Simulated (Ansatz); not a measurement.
Born–Oppenheimer molecular dynamics of a periodic cell of 16 atoms, Ba (start crystal Ba, start structure bcc, volume 1.15 times the crystal's). It starts from a structure without forces on its atoms.

These are results of Ansatz, DFT PBE-D3(BJ), scalar-relativistic, plane waves, PAW, not measurements. Settings: accuracy low, cutoff 420 eV, k mesh 1x1x1, fermi-dirac smearing 0.36 eV, no spin polarisation.

```json
{
 "ensemble": "NVT, Langevin thermostat",
 "time step": "2.25 fs",
 "steps asked": "140",
 "set temperature": "4200 K",
 "friction": "0.02 /fs",
 "seed": "727563"
}
```

Frames 22.5 fs apart, positions in Å.

Velocities at 22.5 fs (Å/ps):

```
Ba 5.05 -2.85 2.94
Ba -1.48 -6.03 0.45
Ba -1.77 4.98 1.16
Ba 7.87 2.71 -3.43
Ba -10.01 -7.23 -6.64
Ba 6.56 8.35 7.73
Ba 0.03 -4.17 1.89
Ba -0.32 5.55 -5.10
Ba 1.02 -4.81 4.00
Ba -7.92 2.85 0.79
Ba 0.90 5.45 0.68
Ba 4.66 6.19 -3.55
Ba 8.63 1.58 7.82
Ba -4.34 5.49 7.69
Ba 1.47 2.09 4.42
Ba -0.44 -3.70 5.36
```

```xyz
16
Lattice="10.5188 0.0000 0.0000 0.0000 10.5188 0.0000 0.0000 0.0000 10.5188" Properties=species:S:1:pos:R:3 time_fs=22.5 energy_less_start_eV=0.286 T=4021
Ba 0.134 0.040 0.003
Ba 5.323 -0.127 -0.090
Ba -0.042 5.412 0.053
Ba 0.139 0.048 5.279
Ba 2.349 2.464 2.500
Ba 5.405 5.470 0.117
Ba 5.264 -0.026 5.289
Ba 7.933 2.712 2.481
Ba -0.034 5.169 5.288
Ba 2.469 7.953 2.579
Ba 2.669 2.697 7.837
Ba 5.350 5.338 5.158
Ba 8.083 7.944 2.709
Ba 7.677 2.695 7.887
Ba 2.558 7.848 8.000
Ba 7.893 7.795 8.008
16
Lattice="10.5188 0.0000 0.0000 0.0000 10.5188 0.0000 0.0000 0.0000 10.5188" Properties=species:S:1:pos:R:3 time_fs=45.0 energy_less_start_eV=0.943 T=4130
Ba 0.284 -0.083 0.051
Ba 5.291 -0.270 -0.049
Ba -0.117 5.464 0.010
Ba 0.210 0.101 5.296
Ba 2.147 2.341 2.366
Ba 5.569 5.562 0.264
Ba 5.250 -0.208 5.325
Ba 7.942 2.849 2.522
Ba 0.022 5.172 5.379
Ba 2.288 8.013 2.606
Ba 2.679 2.899 7.869
Ba 5.411 5.531 5.019
Ba 8.267 8.038 2.828
Ba 7.568 2.796 8.113
Ba 2.518 7.832 8.042
Ba 7.790 7.731 8.143
16
Lattice="10.5188 0.0000 0.0000 0.0000 10.5188 0.0000 0.0000 0.0000 10.5188" Properties=species:S:1:pos:R:3 time_fs=67.5 energy_less_start_eV=1.522 T=3361
Ba 0.339 -0.095 0.196
Ba 5.297 -0.295 0.100
Ba -0.222 5.405 -0.019
Ba 0.270 0.175 5.324
Ba 1.931 2.305 2.290
Ba 5.630 5.557 0.292
Ba 5.293 -0.439 5.339
Ba 7.892 2.796 2.548
Ba 0.120 5.287 5.489
Ba 2.209 8.008 2.531
Ba 2.673 3.061 7.930
Ba 5.406 5.642 4.926
Ba 8.322 8.104 2.829
Ba 7.541 2.836 8.241
Ba 2.455 7.748 8.130
Ba 7.875 7.816 8.123
16
Lattice="10.5188 0.0000 0.0000 0.0000 10.5188 0.0000 0.0000 0.0000 10.5188" Properties=species:S:1:pos:R:3 time_fs=90.0 energy_less_start_eV=2.347 T=4259
Ba 0.367 -0.112 0.283
Ba 5.342 -0.313 0.365
Ba -0.301 5.258 -0.048
Ba 0.267 0.270 5.284
Ba 1.750 2.303 2.161
Ba 5.658 5.602 0.159
Ba 5.346 -0.647 5.395
Ba 7.777 2.538 2.506
Ba 0.210 5.481 5.615
Ba 2.268 8.079 2.446
Ba 2.618 3.178 8.051
Ba 5.418 5.804 4.871
Ba 8.274 8.111 2.736
Ba 7.606 2.850 8.314
Ba 2.324 7.673 8.202
Ba 7.914 7.914 8.179
16
Lattice="10.5188 0.0000 0.0000 0.0000 10.5188 0.0000 0.0000 0.0000 10.5188" Properties=species:S:1:pos:R:3 time_fs=112.5 energy_less_start_eV=3.185 T=2409
Ba 0.367 -0.136 0.330
Ba 5.328 -0.272 0.529
Ba -0.344 5.167 -0.064
Ba 0.287 0.295 5.211
Ba 1.767 2.305 2.091
Ba 5.571 5.639 0.018
Ba 5.501 -0.773 5.433
Ba 7.806 2.249 2.549
Ba 0.234 5.550 5.679
Ba 2.344 8.251 2.345
Ba 2.568 3.317 8.148
Ba 5.408 5.967 4.805
Ba 8.214 8.122 2.596
Ba 7.686 2.854 8.422
Ba 2.245 7.663 8.216
Ba 8.016 8.001 8.277
16
Lattice="10.5188 0.0000 0.0000 0.0000 10.5188 0.0000 0.0000 0.0000 10.5188" Properties=species:S:1:pos:R:3 time_fs=135.0 energy_less_start_eV=3.971 T=3035
Ba 0.458 -0.172 0.322
Ba 5.322 -0.227 0.638
Ba -0.468 5.145 0.065
Ba 0.274 0.299 5.219
Ba 1.885 2.194 2.076
Ba 5.584 5.738 -0.157
Ba 5.598 -0.852 5.369
Ba 7.979 2.081 2.642
Ba 0.312 5.564 5.677
Ba 2.336 8.359 2.307
Ba 2.531 3.394 8.346
Ba 5.308 6.029 4.854
Ba 8.236 8.078 2.522
Ba 7.623 2.922 8.517
Ba 2.258 7.598 8.120
Ba 8.139 8.083 8.341
16
Lattice="10.5188 0.0000 0.0000 0.0000 10.5188 0.0000 0.0000 0.0000 10.5188" Properties=species:S:1:pos:R:3 time_fs=157.5 energy_less_start_eV=4.478 T=3221
Ba 0.559 -0.163 0.212
Ba 5.345 -0.147 0.609
Ba -0.455 5.094 0.092
Ba 0.216 0.350 5.296
Ba 1.960 2.006 2.135
Ba 5.480 5.883 -0.203
Ba 5.625 -0.784 5.269
Ba 8.186 1.990 2.801
Ba 0.367 5.527 5.637
Ba 2.310 8.553 2.297
Ba 2.589 3.451 8.432
Ba 5.308 6.031 4.861
Ba 8.128 7.984 2.432
Ba 7.519 2.865 8.591
Ba 2.322 7.556 8.098
Ba 8.295 8.372 8.478
16
Lattice="10.5188 0.0000 0.0000 0.0000 10.5188 0.0000 0.0000 0.0000 10.5188" Properties=species:S:1:pos:R:3 time_fs=180.0 energy_less_start_eV=4.470 T=3895
Ba 0.502 -0.092 0.132
Ba 5.301 -0.075 0.581
Ba -0.270 4.932 0.069
Ba 0.200 0.261 5.417
Ba 1.965 1.965 2.231
Ba 5.493 5.933 -0.232
Ba 5.615 -0.676 5.198
Ba 8.339 1.955 2.905
Ba 0.296 5.614 5.728
Ba 2.350 8.687 2.253
Ba 2.634 3.459 8.376
Ba 5.278 5.949 4.802
Ba 8.171 7.981 2.345
Ba 7.558 2.731 8.553
Ba 2.375 7.568 7.984
Ba 8.468 8.571 8.508
16
Lattice="10.5188 0.0000 0.0000 0.0000 10.5188 0.0000 0.0000 0.0000 10.5188" Properties=species:S:1:pos:R:3 time_fs=202.5 energy_less_start_eV=4.630 T=4935
Ba 0.389 0.066 0.154
Ba 5.229 -0.140 0.657
Ba -0.018 4.873 -0.046
Ba 0.306 0.070 5.545
Ba 1.937 1.954 2.264
Ba 5.460 5.934 -0.282
Ba 5.585 -0.533 5.066
Ba 8.526 2.045 2.997
Ba 0.185 5.737 5.735
Ba 2.385 8.744 2.200
Ba 2.819 3.509 8.325
Ba 5.177 5.996 4.901
Ba 8.373 7.932 2.178
Ba 7.608 2.664 8.405
Ba 2.433 7.621 7.902
Ba 8.600 8.687 8.559
16
Lattice="10.5188 0.0000 0.0000 0.0000 10.5188 0.0000 0.0000 0.0000 10.5188" Properties=species:S:1:pos:R:3 time_fs=225.0 energy_less_start_eV=4.962 T=4487
Ba 0.331 0.251 0.146
Ba 5.185 -0.305 0.642
Ba 0.227 4.851 -0.127
Ba 0.459 0.071 5.559
Ba 1.836 1.960 2.341
Ba 5.459 5.911 -0.359
Ba 5.491 -0.518 5.038
Ba 8.556 2.047 3.015
Ba -0.025 5.877 5.745
Ba 2.429 8.775 2.146
Ba 3.001 3.406 8.347
Ba 4.944 6.067 5.176
Ba 8.525 7.901 2.099
Ba 7.667 2.631 8.188
Ba 2.574 7.675 7.917
Ba 8.578 8.828 8.613
16
Lattice="10.5188 0.0000 0.0000 0.0000 10.5188 0.0000 0.0000 0.0000 10.5188" Properties=species:S:1:pos:R:3 time_fs=247.5 energy_less_start_eV=5.047 T=2893
Ba 0.344 0.351 0.095
Ba 5.116 -0.343 0.573
Ba 0.443 4.756 -0.160
Ba 0.519 0.121 5.544
Ba 1.789 2.058 2.333
Ba 5.558 5.899 -0.407
Ba 5.412 -0.689 5.035
Ba 8.449 2.102 2.929
Ba -0.168 5.961 5.870
Ba 2.378 8.761 2.051
Ba 3.056 3.157 8.329
Ba 4.746 6.073 5.319
Ba 8.621 7.836 2.045
Ba 7.783 2.581 8.013
Ba 2.677 7.758 8.000
Ba 8.449 8.910 8.645
16
Lattice="10.5188 0.0000 0.0000 0.0000 10.5188 0.0000 0.0000 0.0000 10.5188" Properties=species:S:1:pos:R:3 time_fs=270.0 energy_less_start_eV=4.693 T=4063
Ba 0.262 0.354 0.021
Ba 5.051 -0.279 0.625
Ba 0.600 4.703 -0.154
Ba 0.600 0.255 5.457
Ba 1.838 2.167 2.349
Ba 5.662 5.928 -0.505
Ba 5.258 -0.764 5.078
Ba 8.219 2.187 2.780
Ba -0.214 6.146 6.003
Ba 2.312 8.651 2.065
Ba 3.063 2.930 8.259
Ba 4.638 6.138 5.389
Ba 8.611 7.759 2.122
Ba 7.936 2.547 7.968
Ba 2.670 7.880 8.136
Ba 8.368 8.937 8.580
```

Of the whole run (315 fs, mean temperature of the second half 4131 K): A run of 0.32 ps of so small a system gives no equilibrium averages. Limits of this set-up: coarse k mesh, low accuracy level.

Time of the run: 14 min on 2 threads of Arm Neoverse V1, with other jobs on the host, peak memory 0.99 GiB.
